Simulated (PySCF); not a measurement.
**C₂H₄Al₂Cl₂: electronic excitations at several levels of theory**

Aim: compute the electronic excitations of C₂H₄Al₂Cl₂ (`C#[C][AlH-]1[Cl+][AlH2-][Cl+]1`) at several levels, and see how far they spread and what each costs.

Computed with PySCF 2.14.0, with density-fitted response routines of our own, on a single molecule in the gas phase. Atoms are numbered from 0 throughout.

## Step 1: Starting geometry

10 atoms, charge 0, multiplicity 1; geometry from: GFN2-xTB.

Bonds of the start (Å): C0–C1 1.21, C1–Al2 1.94, Al2–Cl3 2.21, Cl3–Al4 2.19, Al4–Cl5 2.18, Cl5–Al2 2.21, C0–H6 1.06, Al2–H7 1.54, Al4–H8 1.54, Al4–H9 1.54.

## Step 2: Geometry optimisation at PBE0-D3(BJ)/def2-SVP

The job: settings as JSON, then the geometry in Å.

```
{"job": {"xc": "PBE0", "basis": "def2-SVP", "d3": "d3bj", "grid": 1, "kind": "geom"}, "charge": 0, "multiplicity": 1}
C      3.116139    -0.353322     0.027025
C      2.041797     0.196505    -0.080043
Al     0.336671     1.102979    -0.260510
Cl    -0.847473     0.048832    -1.797654
Al    -2.176099    -0.740893    -0.252757
Cl    -1.042344     0.325969     1.279570
H      4.052572    -0.830927     0.120180
H      0.010580     2.595785    -0.411586
H     -1.919098    -2.252444    -0.094515
H     -3.563862    -0.087830    -0.405078
```

What it wrote:

```text
step   0  E = -1482.84374637  max force = 0.036382
step   1  E = -1482.85627654  max force = 0.001887
step   2  E = -1482.85638318  max force = 0.001627
step   3  E = -1482.85644892  max force = 0.000625
step   4  E = -1482.85645914  max force = 0.000539
step   5  E = -1482.85648915  max force = 0.000787
step   6  E = -1482.85650945  max force = 0.000797
step   7  E = -1482.85655070  max force = 0.000671
step   8  E = -1482.85656820  max force = 0.000525
step   9  E = -1482.85657576  max force = 0.000387
optimisation converged
```

Run time: 57 s. Hardware: 1 thread, shared host.

Relaxation path:

| step | energy from step 0 (eV) | largest force component (eV/Å) |
| --- | --- | --- |
| 0 | 0.0000 | 1.8708 |
| 1 | -0.3410 | 0.0970 |
| 2 | -0.3439 | 0.0837 |
| 3 | -0.3457 | 0.0321 |
| 4 | -0.3459 | 0.0277 |
| 5 | -0.3467 | 0.0405 |
| 6 | -0.3473 | 0.0410 |
| 7 | -0.3484 | 0.0345 |
| 8 | -0.3489 | 0.0270 |
| 9 | -0.3491 | 0.0199 |

Close pairs (by a distance rule), those that changed most:

| bond | before (Å) | after (Å) | change (Å) |
| --- | --- | --- | --- |
| Al4–Cl5 | 2.184 | 2.320 | +0.136 |
| Cl3–Al4 | 2.185 | 2.318 | +0.133 |
| Al2–Cl3 | 2.208 | 2.307 | +0.099 |
| Al2–Cl5 | 2.208 | 2.305 | +0.096 |
| C1–Al2 | 1.940 | 1.903 | -0.037 |
| Al4–H9 | 1.541 | 1.576 | +0.035 |
| Al2–H7 | 1.535 | 1.570 | +0.034 |
| Al4–H8 | 1.541 | 1.576 | +0.034 |

The end geometry stands in the next job.

| at the end point | value |
| --- | --- |
| point group (found at 0.08 Å tolerance) | Cs |
| rotational constants (GHz, main isotopes) | 2.059, 1.112, 0.869 |
| dipole moment (D) | 0.64 |

## Step 3: Excited states and response: CAM-B3LYP/def2-SVPD

The job: settings as JSON, then the geometry in Å.

```
{"job": {"kind": "uv", "xc": "CAM-B3LYP", "basis": "def2-SVPD", "ip": true}, "charge": 0, "multiplicity": 1}
C      3.102014    -0.354856     0.259473
C      2.034128     0.203059     0.064238
Al     0.397930     1.118760    -0.260472
Cl    -0.723706     0.002620    -1.939111
Al    -2.267280    -0.782534    -0.397604
Cl    -1.149471     0.372457     1.275861
H      4.040963    -0.850309     0.436384
H      0.222854     2.665051    -0.467666
H     -2.017717    -2.323507    -0.184226
H     -3.637161    -0.049570    -0.662750
```

Level: TDDFT CAM-B3LYP/def2-SVPD, vertical, gas phase, core orbitals frozen in the response.

What it wrote:

```text
coarse grid: 11152 points
cycle   1  E = -1483.2513910377  dE =  2.659e-01  |g| = 4.000e-01  |ddm| = 6.475e+00
cycle   2  E = -1483.2743784501  dE = -2.299e-02  |g| = 3.190e-01  |ddm| = 1.682e+00
cycle   3  E = -1483.3001807462  dE = -2.580e-02  |g| = 9.398e-02  |ddm| = 5.592e-01
cycle   4  E = -1483.3020843143  dE = -1.904e-03  |g| = 4.110e-02  |ddm| = 1.894e-01
cycle   5  E = -1483.3025382569  dE = -4.539e-04  |g| = 2.880e-03  |ddm| = 7.939e-02
cycle   6  E = -1483.3025417011  dE = -3.444e-06  |g| = 5.748e-04  |ddm| = 1.620e-02
final grid: 91176 points
cycle   7  E = -1483.4810427268  dE = -1.239e-05  |g| = 2.047e-03  |ddm| = 4.770e-02
cycle   8  E = -1483.4810432996  dE = -5.728e-07  |g| = 1.434e-03  |ddm| = 8.306e-03
cycle   9  E = -1483.4810438409  dE = -5.413e-07  |g| = 1.357e-04  |ddm| = 2.787e-03
cycle  10  E = -1483.4810438422  dE = -1.324e-09  |g| = 1.383e-04  |ddm| = 3.879e-04
cycle  11  E = -1483.4810438470  dE = -4.776e-09  |g| = 2.229e-05  |ddm| = 2.009e-04
cycle  12  E = -1483.4810438472  dE = -1.626e-10  |g| = 5.465e-06  |ddm| = 4.294e-05
converged SCF energy = -1483.4810438472

Static polarisability (au): isotropic 99.115, principal 87.699 91.391 118.256

Singlet excitations
state   eV       nm        f      main configurations
  1   5.6367    220.0   0.00020   H->L 0.55, H->L+3 0.24, H->L+8 0.08
  2   5.9498    208.4   0.00306   H-1->L 0.38, H->L+1 0.26, H-1->L+3 0.15
  3   6.0428    205.2   0.00002   H-1->L+1 0.56, H-1->L+6 0.13, H-1->L+4 0.12
  4   6.6282    187.1   0.00069   H-2->L 0.81, H-2->L+3 0.13
  5   7.2775    170.4   0.00833   H-3->L 0.73, H-2->L+3 0.11
  6   7.4736    165.9   0.00328   H-2->L+2 0.71
  7   7.6618    161.8   0.34061   H-1->L 0.41, H->L+1 0.28
  8   7.7579    159.8   0.00479   H-2->L+1 0.54, H-3->L+1 0.11, H-1->L 0.10
  9   7.8610    157.7   0.08764   H->L+2 0.52, H->L+4 0.10, H->L+7 0.09
 10   7.8933    157.1   0.02806   H-1->L+2 0.49, H-1->L+4 0.14, H-1->L+7 0.10

Triplet excitations (Tamm-Dancoff, eV): 4.7261 5.1419 5.1850 5.7830
Vertical ionisation energy (delta-SCF) = 10.5885 eV
Vertical electron affinity (delta-SCF) = -0.3908 eV
```

It took 2.6 min on 1 thread, shared host.

The orbitals next to the gap, with their largest atomic shares:

| orbital | eV | atoms |
| --- | --- | --- |
| HOMO−3 | -10.77 | H7 32 %, Al2 25 %, H9 9 % |
| HOMO−2 | -9.98 | Al4 29 %, H8 23 %, H9 21 % |
| HOMO−1 | -9.72 | C1 45 %, C0 44 %, H6 4 % |
| HOMO | -9.66 | C1 43 %, C0 42 %, Al2 6 % |
| LUMO | -0.22 | Al2 20 %, Al4 18 %, Cl3 13 % |
| LUMO+1 | 0.52 | Al2 21 %, Al4 16 %, C1 15 % |
| LUMO+2 | 0.68 | Al2 26 %, Al4 25 %, Cl3 13 % |

With each of the 10 states as a Gaussian band of 0.4 eV half-width at 1/e, the curve within the window shown has maxima at 161 nm (ε 18,000) L/(mol cm). Beyond the last state computed it falls off for lack of states. The curve at chosen wavelengths:

nm, ε (L/mol/cm) and a bar:
```
      151       4853 ########
      155      11759 ####################
      159      17402 ##############################
      162      17539 ##############################
      166      12662 ######################
      170       6554 ###########
      174       2585 ####
      177       1125 ##
      181        338 #
      185        112 
      189         59 
      192         56 
      196         71 
      200         97 
      204        121 
      207        130 
      211        126 
      215        107 
      219         80 
      222         60 
      226         38 
      230         22 
      234         12 
      237          7 
      241          4 
      245          2
```

Further results of this job:

| property | computed |
| --- | --- |
| dipole moment (D) | 0.56 |
| polarisability (Å³) | 14.69 |
| HOMO–LUMO gap (eV) | 9.44 |
| −ε(HOMO) (eV) | 9.66 |

## Step 4: Excited states and response: wB97X-D/def2-SVPD

Same as in step 3 but for these lines:

```diff
@@ -1,2 +1,2 @@
-{"job": {"kind": "uv", "xc": "CAM-B3LYP", "basis": "def2-SVPD", "ip": true}, "charge": 0, "multiplicity": 1}
+{"job": {"kind": "uv", "xc": "wB97X-D", "basis": "def2-SVPD", "ip": true}, "charge": 0, "multiplicity": 1}
 C      3.102014    -0.354856     0.259473
```

With the program's defaults for keys left out, this is: TDDFT wB97X-D/def2-SVPD, vertical, gas phase, core orbitals frozen in the response.

What it wrote:

```text
coarse grid: 11152 points
cycle   1  E = -1483.2061496663  dE =  2.654e-01  |g| = 4.013e-01  |ddm| = 5.780e+00
cycle   2  E = -1483.2409338333  dE = -3.478e-02  |g| = 2.681e-01  |ddm| = 1.579e+00
cycle   3  E = -1483.2592424419  dE = -1.831e-02  |g| = 7.452e-02  |ddm| = 5.371e-01
cycle   4  E = -1483.2604107369  dE = -1.168e-03  |g| = 4.016e-02  |ddm| = 1.729e-01
cycle   5  E = -1483.2608541167  dE = -4.434e-04  |g| = 3.098e-03  |ddm| = 9.099e-02
cycle   6  E = -1483.2608594493  dE = -5.333e-06  |g| = 7.113e-04  |ddm| = 1.885e-02
final grid: 91176 points
cycle   7  E = -1483.4485193188  dE = -6.713e-05  |g| = 3.843e-03  |ddm| = 1.346e-01
cycle   8  E = -1483.4485219291  dE = -2.610e-06  |g| = 1.915e-03  |ddm| = 1.429e-02
cycle   9  E = -1483.4485227465  dE = -8.173e-07  |g| = 6.769e-04  |ddm| = 4.128e-03
cycle  10  E = -1483.4485228348  dE = -8.831e-08  |g| = 3.520e-04  |ddm| = 1.498e-03
cycle  11  E = -1483.4485228676  dE = -3.279e-08  |g| = 2.377e-05  |ddm| = 5.698e-04
cycle  12  E = -1483.4485228679  dE = -3.886e-10  |g| = 9.380e-06  |ddm| = 1.010e-04
converged SCF energy = -1483.4485228679

Static polarisability (au): isotropic 99.387, principal 88.165 91.500 118.495

Singlet excitations
state   eV       nm        f      main configurations
  1   5.7156    216.9   0.00020   H->L 0.57, H->L+3 0.24
  2   6.0148    206.1   0.00261   H-1->L 0.38, H->L+1 0.29, H-1->L+3 0.14
  3   6.1054    203.1   0.00001   H-1->L+1 0.63, H-1->L+6 0.10, H-1->L+4 0.10
  4   6.6904    185.3   0.00073   H-2->L 0.76, H-2->L+3 0.18
  5   7.3133    169.5   0.00998   H-3->L 0.73, H-2->L+3 0.11
  6   7.5125    165.0   0.00175   H-2->L+2 0.70, H-2->L+6 0.09
  7   7.7700    159.6   0.30023   H-2->L+1 0.26, H->L+1 0.20, H-1->L 0.18
  8   7.8693    157.6   0.09911   H-2->L+1 0.31, H-1->L 0.27, H->L+1 0.14
  9   8.0273    154.5   0.13005   H->L+2 0.46, H->L+7 0.12, H->L+4 0.12
 10   8.0413    154.2   0.01195   H-1->L+2 0.32, H-4->L 0.20, H-1->L+4 0.14

Triplet excitations (Tamm-Dancoff, eV): 4.8420 5.2999 5.3470 5.8613
Vertical ionisation energy (delta-SCF) = 10.5915 eV
```

Run time: 1.8 min. Hardware: 1 thread, shared host.

This run: HOMO -10.21 eV, LUMO 0.53 eV; lowest singlet 5.72 eV.

## Step 5: Excited states and response: LC-wPBE/def2-SVPD

Same as in step 4 but for these lines:

```diff
@@ -1,2 +1,2 @@
-{"job": {"kind": "uv", "xc": "wB97X-D", "basis": "def2-SVPD", "ip": true}, "charge": 0, "multiplicity": 1}
+{"job": {"kind": "uv", "xc": "LC-wPBE", "basis": "def2-SVPD", "ip": true}, "charge": 0, "multiplicity": 1}
 C      3.102014    -0.354856     0.259473
```

Level: TDDFT LC-wPBE/def2-SVPD, vertical, gas phase, core orbitals frozen in the response.

What it wrote:

```text
coarse grid: 11152 points
cycle   1  E = -1482.7176990834  dE =  2.687e-01  |g| = 3.916e-01  |ddm| = 5.747e+00
cycle   2  E = -1482.7604899682  dE = -4.279e-02  |g| = 2.208e-01  |ddm| = 1.459e+00
cycle   3  E = -1482.7725471116  dE = -1.206e-02  |g| = 7.364e-02  |ddm| = 4.811e-01
cycle   4  E = -1482.7737956334  dE = -1.249e-03  |g| = 3.847e-02  |ddm| = 2.235e-01
cycle   5  E = -1482.7742015966  dE = -4.060e-04  |g| = 2.818e-03  |ddm| = 9.565e-02
cycle   6  E = -1482.7742073477  dE = -5.751e-06  |g| = 6.223e-04  |ddm| = 1.854e-02
final grid: 91176 points
cycle   7  E = -1483.0114381425  dE = -2.126e-05  |g| = 1.795e-03  |ddm| = 6.418e-02
cycle   8  E = -1483.0114389342  dE = -7.917e-07  |g| = 7.758e-04  |ddm| = 7.825e-03
cycle   9  E = -1483.0114390214  dE = -8.720e-08  |g| = 1.260e-04  |ddm| = 2.303e-03
cycle  10  E = -1483.0114390289  dE = -7.489e-09  |g| = 2.666e-05  |ddm| = 6.563e-04
cycle  11  E = -1483.0114390294  dE = -5.084e-10  |g| = 6.983e-06  |ddm| = 1.670e-04
converged SCF energy = -1483.0114390294

Static polarisability (au): isotropic 96.711, principal 86.032 88.989 115.110

Singlet excitations
state   eV       nm        f      main configurations
  1   5.7694    214.9   0.00013   H->L 0.38, H->L+4 0.23, H->L+8 0.12
  2   6.1375    202.0   0.00124   H-1->L 0.28, H->L+3 0.16, H-1->L+4 0.16
  3   6.1828    200.5   0.00005   H-1->L+3 0.30, H-1->L+1 0.20, H-1->L+6 0.13
  4   7.0129    176.8   0.00057   H-2->L 0.67, H-2->L+4 0.19
  5   7.6681    161.7   0.01254   H-3->L 0.63, H-2->L+4 0.11
  6   7.8503    157.9   0.00044   H-2->L+2 0.31, H-2->L+1 0.20, H-2->L+3 0.14
  7   8.2268    150.7   0.25919   H-2->L+1 0.19, H-3->L+1 0.13, H-3->L+3 0.11
  8   8.4395    146.9   0.26287   H-1->L 0.33, H-2->L+1 0.16, H->L+3 0.13
  9   8.4866    146.1   0.01794   H-4->L 0.58
 10   8.5816    144.5   0.26249   H->L+2 0.45, H->L+7 0.19, H-1->L 0.10

Triplet excitations (Tamm-Dancoff, eV): 4.6354 5.1320 5.1528 5.8792
Vertical ionisation energy (delta-SCF) = 10.7340 eV
```

Run time: 2 min. Hardware: 1 thread, shared host.

This run: HOMO -11.13 eV, LUMO 0.85 eV; lowest singlet 5.77 eV.

## Step 6: Excited states and response: PBE0/6-31G*

Same as in step 5 but for these lines:

```diff
@@ -1,2 +1,2 @@
-{"job": {"kind": "uv", "xc": "LC-wPBE", "basis": "def2-SVPD", "ip": true}, "charge": 0, "multiplicity": 1}
+{"job": {"kind": "uv", "xc": "PBE0", "basis": "6-31G*"}, "charge": 0, "multiplicity": 1}
 C      3.102014    -0.354856     0.259473
```

Method: TDDFT PBE0/6-31G*, vertical, gas phase, core orbitals frozen in the response.

What it wrote:

```text
coarse grid: 11152 points
cycle   1  E = -1483.2754623869  dE =  3.188e-01  |g| = 4.197e-01  |ddm| = 3.048e+00
cycle   2  E = -1483.2749755834  dE =  4.868e-04  |g| = 4.264e-01  |ddm| = 1.036e+00
cycle   3  E = -1483.3234680089  dE = -4.849e-02  |g| = 1.431e-01  |ddm| = 5.252e-01
cycle   4  E = -1483.3286304910  dE = -5.162e-03  |g| = 3.404e-02  |ddm| = 1.300e-01
cycle   5  E = -1483.3289604712  dE = -3.300e-04  |g| = 3.859e-03  |ddm| = 3.685e-02
cycle   6  E = -1483.3289650881  dE = -4.617e-06  |g| = 1.164e-03  |ddm| = 6.427e-03
final grid: 91176 points
cycle   7  E = -1483.2639569020  dE = -1.170e-05  |g| = 3.656e-03  |ddm| = 1.655e-02
cycle   8  E = -1483.2639575212  dE = -6.191e-07  |g| = 3.463e-03  |ddm| = 8.464e-03
cycle   9  E = -1483.2639612539  dE = -3.733e-06  |g| = 4.013e-04  |ddm| = 4.115e-03
cycle  10  E = -1483.2639612802  dE = -2.635e-08  |g| = 2.823e-04  |ddm| = 5.383e-04
cycle  11  E = -1483.2639613006  dE = -2.034e-08  |g| = 2.999e-05  |ddm| = 2.193e-04
cycle  12  E = -1483.2639613008  dE = -2.569e-10  |g| = 6.452e-06  |ddm| = 4.225e-05
converged SCF energy = -1483.2639613008

Static polarisability (au): isotropic 80.285, principal 65.674 72.542 102.640

Singlet excitations
state   eV       nm        f      main configurations
  1   5.5390    223.8   0.00043   H->L 0.80, H->L+3 0.13
  2   5.8658    211.4   0.01142   H-1->L 0.61, H->L+1 0.30
  3   6.0728    204.2   0.00000   H-1->L+1 0.89
  4   6.3940    193.9   0.00071   H-2->L 0.95
  5   7.0127    176.8   0.12908   H-1->L 0.34, H-1->L+3 0.33, H->L+1 0.28
  6   7.0385    176.2   0.00425   H-3->L 0.73, H->L+3 0.14
  7   7.1962    172.3   0.00076   H->L+3 0.62, H-3->L 0.18, H->L 0.11
  8   7.4159    167.2   0.00002   H-2->L+2 0.83, H->L+2 0.10
  9   7.4281    166.9   0.00968   H-2->L+1 0.87
 10   7.5001    165.3   0.00347   H->L+2 0.84, H-2->L+2 0.10

Triplet excitations (Tamm-Dancoff, eV): 4.5959 5.0378 5.1037 5.7529
```

Wall time 9 s (1 thread, shared host).

Key values: HOMO -8.07 eV, LUMO -1.02 eV; lowest singlet 5.54 eV.

## Step 7: Excited states and response: PBE0/def2-SVP

Same as in step 6 but for these lines:

```diff
@@ -1,2 +1,2 @@
-{"job": {"kind": "uv", "xc": "PBE0", "basis": "6-31G*"}, "charge": 0, "multiplicity": 1}
+{"job": {"kind": "uv", "xc": "PBE0", "basis": "def2-SVP"}, "charge": 0, "multiplicity": 1}
 C      3.102014    -0.354856     0.259473
```

Level: TDDFT PBE0/def2-SVP, vertical, gas phase, core orbitals frozen in the response.

What it wrote:

```text
coarse grid: 11152 points
cycle   1  E = -1482.6255471952  dE =  2.507e-01  |g| = 4.073e-01  |ddm| = 3.296e+00
cycle   2  E = -1482.6235572361  dE =  1.990e-03  |g| = 4.193e-01  |ddm| = 9.837e-01
cycle   3  E = -1482.6683747675  dE = -4.482e-02  |g| = 1.519e-01  |ddm| = 5.115e-01
cycle   4  E = -1482.6742463377  dE = -5.872e-03  |g| = 3.529e-02  |ddm| = 1.394e-01
cycle   5  E = -1482.6746002279  dE = -3.539e-04  |g| = 3.505e-03  |ddm| = 3.560e-02
cycle   6  E = -1482.6746040008  dE = -3.773e-06  |g| = 8.416e-04  |ddm| = 5.223e-03
final grid: 91176 points
cycle   7  E = -1482.8458211981  dE = -1.275e-05  |g| = 3.158e-03  |ddm| = 1.420e-02
cycle   8  E = -1482.8458216322  dE = -4.341e-07  |g| = 2.968e-03  |ddm| = 7.298e-03
cycle   9  E = -1482.8458243635  dE = -2.731e-06  |g| = 2.153e-04  |ddm| = 3.456e-03
cycle  10  E = -1482.8458243653  dE = -1.733e-09  |g| = 2.118e-04  |ddm| = 3.678e-04
cycle  11  E = -1482.8458243769  dE = -1.163e-08  |g| = 3.121e-05  |ddm| = 1.725e-04
cycle  12  E = -1482.8458243771  dE = -2.533e-10  |g| = 5.106e-06  |ddm| = 3.741e-05
converged SCF energy = -1482.8458243771

Static polarisability (au): isotropic 81.369, principal 63.781 74.990 105.338

Singlet excitations
state   eV       nm        f      main configurations
  1   5.6177    220.7   0.00042   H->L 0.80, H->L+2 0.12
  2   5.9421    208.7   0.00858   H-1->L 0.59, H->L+1 0.33
  3   6.1160    202.7   0.00001   H-1->L+1 0.90
  4   6.3752    194.5   0.00073   H-2->L 0.94
  5   7.0137    176.8   0.00520   H-3->L 0.87
  6   7.1767    172.8   0.16010   H-1->L 0.35, H-1->L+2 0.33, H->L+1 0.27
  7   7.3615    168.4   0.00035   H->L+2 0.75, H->L 0.12
  8   7.3764    168.1   0.00818   H-2->L+1 0.90
  9   7.5330    164.6   0.00059   H-2->L+3 0.96
 10   7.6981    161.1   0.00802   H-2->L+2 0.61, H-4->L 0.28

Triplet excitations (Tamm-Dancoff, eV): 4.6383 5.0848 5.1380 5.8051
```

Wall time 10 s (1 thread, shared host).

Key values: HOMO -8.24 eV, LUMO -1.04 eV; lowest singlet 5.62 eV.

## Step 8: TDDFT and polarisability: PBE0/def2-TZVP

Same as in step 7 but for these lines:

```diff
@@ -1,2 +1,2 @@
-{"job": {"kind": "uv", "xc": "PBE0", "basis": "def2-SVP"}, "charge": 0, "multiplicity": 1}
+{"job": {"kind": "uv", "xc": "PBE0", "basis": "def2-TZVP"}, "charge": 0, "multiplicity": 1}
 C      3.102014    -0.354856     0.259473
```

Level: TDDFT PBE0/def2-TZVP, vertical, gas phase, core orbitals frozen in the response.

What it wrote:

```text
coarse grid: 11152 points
cycle   1  E = -1483.3648961908  dE =  2.853e-01  |g| = 4.504e-01  |ddm| = 3.074e+00
cycle   2  E = -1483.3551673234  dE =  9.729e-03  |g| = 4.829e-01  |ddm| = 8.175e-01
cycle   3  E = -1483.4102790453  dE = -5.511e-02  |g| = 1.550e-01  |ddm| = 4.663e-01
cycle   4  E = -1483.4155824413  dE = -5.303e-03  |g| = 5.909e-02  |ddm| = 1.138e-01
cycle   5  E = -1483.4164711597  dE = -8.887e-04  |g| = 7.537e-03  |ddm| = 3.537e-02
cycle   6  E = -1483.4164831596  dE = -1.200e-05  |g| = 1.851e-03  |ddm| = 7.730e-03
cycle   7  E = -1483.4164839530  dE = -7.934e-07  |g| = 3.979e-04  |ddm| = 2.069e-03
final grid: 91176 points
cycle   8  E = -1483.4151053364  dE = -2.602e-05  |g| = 4.760e-03  |ddm| = 6.038e-02
cycle   9  E = -1483.4151057788  dE = -4.424e-07  |g| = 4.015e-03  |ddm| = 7.098e-03
cycle  10  E = -1483.4151093681  dE = -3.589e-06  |g| = 5.352e-04  |ddm| = 3.494e-03
cycle  11  E = -1483.4151094048  dE = -3.678e-08  |g| = 4.050e-04  |ddm| = 5.811e-04
cycle  12  E = -1483.4151094463  dE = -4.149e-08  |g| = 6.129e-05  |ddm| = 2.316e-04
cycle  13  E = -1483.4151094472  dE = -8.824e-10  |g| = 1.365e-05  |ddm| = 6.049e-05
converged SCF energy = -1483.4151094472

Static polarisability (au): isotropic 94.926, principal 82.148 86.183 116.447

Singlet excitations
state   eV       nm        f      main configurations
  1   5.5665    222.7   0.00031   H->L 0.80, H->L+2 0.13
  2   5.8751    211.0   0.00835   H-1->L 0.58, H->L+1 0.33
  3   6.0454    205.1   0.00000   H-1->L+1 0.89
  4   6.2833    197.3   0.00079   H-2->L 0.93
  5   6.9145    179.3   0.00549   H-3->L 0.85
  6   7.0507    175.8   0.16301   H-1->L 0.37, H-1->L+2 0.29, H->L+1 0.28
  7   7.2386    171.3   0.00027   H->L+2 0.71, H->L 0.13
  8   7.2409    171.2   0.00544   H-2->L+1 0.80, H-2->L+3 0.11
  9   7.3506    168.7   0.00248   H-2->L+3 0.84, H-2->L+1 0.09
 10   7.5595    164.0   0.00511   H-2->L+2 0.69, H-4->L 0.18

Triplet excitations (Tamm-Dancoff, eV): 4.6228 5.0354 5.0889 5.7525
```

It took 29 s on 1 thread, shared host.

In short: HOMO -8.27 eV, LUMO -1.12 eV; lowest singlet 5.57 eV.

## Step 9: Comparing the runs: electronic excitations

Excitations and ground-state properties, with basis size and wall time:

| run | lowest singlet (eV) | brightest (eV) | f | gap (eV) | α (Å³) | μ (D) | functions | time |
| --- | --- | --- | --- | --- | --- | --- | --- | --- |
| CAM-B3LYP/def2-SVPD | 5.64 | 7.66 | 0.341 | 9.44 | 14.69 | 0.56 | 174 | 2.6 min |
| wB97X-D/def2-SVPD | 5.72 | 7.77 | 0.300 | 10.74 | 14.73 | 0.60 | 174 | 1.8 min |
| LC-wPBE/def2-SVPD | 5.77 | 8.44 | 0.263 | 11.98 | 14.33 | 0.58 | 174 | 2 min |
| PBE0/6-31G* | 5.54 | 7.01 | 0.129 | 7.05 | 11.90 | 0.75 | 108 | 9 s |
| PBE0/def2-SVP | 5.62 | 7.18 | 0.160 | 7.20 | 12.06 | 0.64 | 120 | 10 s |
| PBE0/def2-TZVP | 5.57 | 7.05 | 0.163 | 7.15 | 14.07 | 0.57 | 234 | 29 s |

## Step 10: Results

| quantity | value |
| --- | --- |
| point group | Cs |
| rotational constants (main isotopes) | 2.06, 1.11, 0.87 GHz |
| lowest singlet (CAM-B3LYP/def2-SVPD) | 5.64 eV (220 nm), f = 0.000 |
| brightest single state of those computed | state 7, 7.66 eV, f = 0.341 |
| lowest triplet | 4.73 eV |
| vertical ionisation energy (ΔSCF) | 10.59 eV |
| vertical electron affinity (ΔSCF) | -0.39 eV (unbound: the value hangs on the basis) |
| range of the lowest singlet | 5.54 to 5.77 eV |

Single values in the summary come from the first run of each kind that ended normally (CAM-B3LYP/def2-SVPD), which need not be the best level. Relaxing lowered the energy by 0.349 eV in 9 steps; the close pair that moved most is Al4–Cl5, from 2.184 to 2.320 Å. The lowest singlet, at 5.64 eV, is HOMO→LUMO 0.55, HOMO→LUMO+3 0.24 and is dark; of the 10 states computed, the strongest absorption comes from state 7 at 7.66 eV. The lowest triplet lies 0.91 eV below the lowest singlet (triplets in Tamm-Dancoff, singlets in full TDDFT). ΔSCF puts the ionisation energy at 10.59 eV, 0.93 eV above −ε(HOMO). The lowest singlet runs from 5.54 eV (PBE0/6-31G*) to 5.77 eV (LC-wPBE/def2-SVPD), while the orbital gap spans 7.05 to 11.98 eV. The lowest state need not be the same one in every run.
